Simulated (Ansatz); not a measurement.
# C3H6AuNO: ionisation energy by level of theory

One table from this session's results is given with a row withheld; the runs are named, their logs left out.

Program: Ansatz 0.2.0, Gaussian basis. Level of theory: unrestricted cation, the program's frozen cores in correlated methods. These are calculated values, not measurements.

Plan: UKS PBE-D4/def2-TZVPP; UKS r2SCAN-D4/def2-TZVPP; UKS PBE0-D4/def2-TZVPP; UKS B3LYP-D4/def2-TZVPP; UKS wB97X-V/def2-TZVPP; UKS wB97M-V/def2-TZVPP; UKS B2PLYP/def2-TZVPP; UHF-CCSD(T)/def2-TZVPP; UHF-MP2/def2-QZVPP; extrapolation to the limit; then −ε(HOMO) from the neutral's earlier runs with LDA (SPW92), PBE-D4, revPBE-D4, BLYP-D4, r2SCAN-D4, B97M-V, PBE0-D4, B3LYP-D4, r2SCANh-D4, r2SCAN0-D4, HSE06-D4, BHLYP-D4, CAM-B3LYP-D4, LC-ωPBE, ωB97X-V, ωB97M-V.

1 further run of the same task is left out (it didn't finish).

**The geometry**

All runs share one geometry, relaxed beforehand with PBE0-D4 in a triple-zeta def2 set. Au takes the def2 core potential; no spin-orbit term is included.

SMILES `CC#[N+][Au-][O]C`, 12 atoms, charge 0, spin multiplicity 1.

Atoms are counted from 1 here; the program's logs count them from 0.

Bond lengths: C1–C2 1.443 Å, C1–H7 1.091 Å, C1–H8 1.091 Å, C1–H9 1.091 Å, C2–N3 1.146 Å, N3–Au4 1.949 Å, Au4–O5 1.939 Å, O5–C6 1.395 Å, C6–H10 1.098 Å, C6–H11 1.101 Å, C6–H12 1.101 Å. Angles: C2–C1–H7 110.0°, C2–C1–H8 109.9°, C2–C1–H9 109.8°, H7–C1–H8 109.1°, H7–C1–H9 109.1°, H8–C1–H9 109.0°, C1–C2–N3 180.0°, C2–N3–Au4 179.2°, N3–Au4–O5 177.1°, Au4–O5–C6 119.2°, O5–C6–H10 108.2°, O5–C6–H11 113.3°, O5–C6–H12 113.3°, H10–C6–H11 107.2°, H10–C6–H12 107.2°, H11–C6–H12 107.3°.

The first run:

in.yaml

```yaml
crystal:
  periodic: [false, false, false]
  atoms:
    - {symbol: C, position_ang: [-0.543592, -2.233973, 2.833229]}
    - {symbol: C, position_ang: [-0.271697, -1.500150, 1.620634]}
    - {symbol: N, position_ang: [-0.056150, -0.917019, 0.658241]}
    - {symbol: Au, position_ang: [0.302769, 0.097986, -0.966131]}
    - {symbol: O, position_ang: [0.689378, 1.023731, -2.625748]}
    - {symbol: C, position_ang: [0.472171, 2.399876, -2.704419]}
    - {symbol: H, position_ang: [0.384933, -2.409353, 3.379399]}
    - {symbol: H, position_ang: [-1.001710, -3.194406, 2.590715]}
    - {symbol: H, position_ang: [-1.226661, -1.663821, 3.465287]}
    - {symbol: H, position_ang: [0.748693, 2.732819, -3.713808]}
    - {symbol: H, position_ang: [-0.578809, 2.685404, -2.544393]}
    - {symbol: H, position_ang: [1.080675, 2.978905, -1.992987]}
basis:
  gaussian: {orbitals: def2-TZVPP}
total_charge: 1
magnetization: {spin_polarized: true, initial_magnetization: 1}
hamiltonian: {xc: pbe, dispersion: d4}
```

Among the steps run: Cation, UKS PBE-D4/def2-TZVPP; Cation, UKS r2SCAN-D4/def2-TZVPP; Cation, UKS PBE0-D4/def2-TZVPP; Cation, UKS B3LYP-D4/def2-TZVPP; Cation, UKS wB97X-V/def2-TZVPP; Cation, UKS wB97M-V/def2-TZVPP; Cation, UKS B2PLYP (frozen core)/def2-TZVPP; Cation, UHF-CCSD(T)/def2-TZVPP; Cation, UHF-MP2/def2-QZVPP.

One table of the session follows, with a row left open; its other results are not shown here.

It belongs to the step «Ionisation energies side by side». Orbital estimates, from the neutral's runs:

```
  functional  −ε(HOMO) (eV)
 LDA (SPW92)           4.71
      PBE-D4           4.51
   revPBE-D4              ?
     BLYP-D4           4.41
   r2SCAN-D4           4.69
      B97M-V           4.73
     PBE0-D4           5.77
    B3LYP-D4           5.57
  r2SCANh-D4           5.17
  r2SCAN0-D4           5.93
    HSE06-D4           5.37
    BHLYP-D4           7.06
CAM-B3LYP-D4           7.09
     LC-ωPBE           8.27
     ωB97X-V           8.02
     ωB97M-V           8.00
```

Estimate the missing values for revPBE-D4.

**Answer.** −ε(HOMO) (eV): 4.44. In the column «−ε(HOMO) (eV)» it lies between BLYP-D4 (4.41) and PBE-D4 (4.51).
